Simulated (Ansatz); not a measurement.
# GaGePH (quartet): geometry optimisation

Aim: relax a generated start of GaGePH (quartet) and see which bonds hold.

Program: Ansatz 0.2.0, Gaussian basis. Level of theory: UKS PBE0/def2-TZVP. These are calculated values, not measurements.

## Step 1: The starting structure

4 atoms, charge 0, spin multiplicity 4.

Atoms are counted from 1 here; the program's logs count them from 0.

Bond lengths: Ga1–P2 2.486 Å, P2–Ge3 2.339 Å, P2–H4 1.473 Å. Angles: Ga1–P2–Ge3 176.3°, Ga1–P2–H4 74.5°, Ge3–P2–H4 109.2°.

As a file:

```xyz
4
GaGeHP
Ga   -2.3528   -0.2948   -0.0018
P     0.1333   -0.3180    0.0006
Ge    2.4659   -0.4920   -0.0015
H    -0.2464    1.1048    0.0026
```

The start was built by rule and, where that kept it together, relaxed with GFN2-xTB. Sticks and bond lists go by distance. No spin-orbit coupling is included. 

## Step 2: Relaxation

Contents of in.yaml:

```yaml
crystal:
  periodic: [false, false, false]
  atoms:
    - {symbol: Ga, position_ang: [-2.352798, -0.294784, -0.001767]}
    - {symbol: P, position_ang: [0.133303, -0.318005, 0.000647]}
    - {symbol: Ge, position_ang: [2.465923, -0.492036, -0.001454]}
    - {symbol: H, position_ang: [-0.246428, 1.104825, 0.002574]}
basis:
  gaussian: {orbitals: def2-TZVP}
magnetization: {spin_polarized: true, initial_magnetization: 3}
hamiltonian: {xc: pbe0}
relax: {f_tol: 0.004, max_steps: 80}
```

On the command line:

```console
> ansatz run in.yaml --threads 1 --pin off --events-out ev --progress --plain --max-ram 2176MiB
```

Before running it: what results should come out? Wanted: energy gained; shift from the start; total energy; dipole moment; ⟨S²⟩.

**Answer**, as computed:

```
                  quantity            value
                     steps                8
             energy gained         0.060 eV
shift from the start (rms)          0.131 Å
              total energy  -118181.3384 eV
             dipole moment           4.11 D
                      ⟨S²⟩            3.762
```

In words: The bonds of the start are those of the end. P2–Ge3 went from 2.339 to 2.458 Å. No vibrations were run, so this is a stationary point, not a proven minimum, and this spin need not be the ground state's.
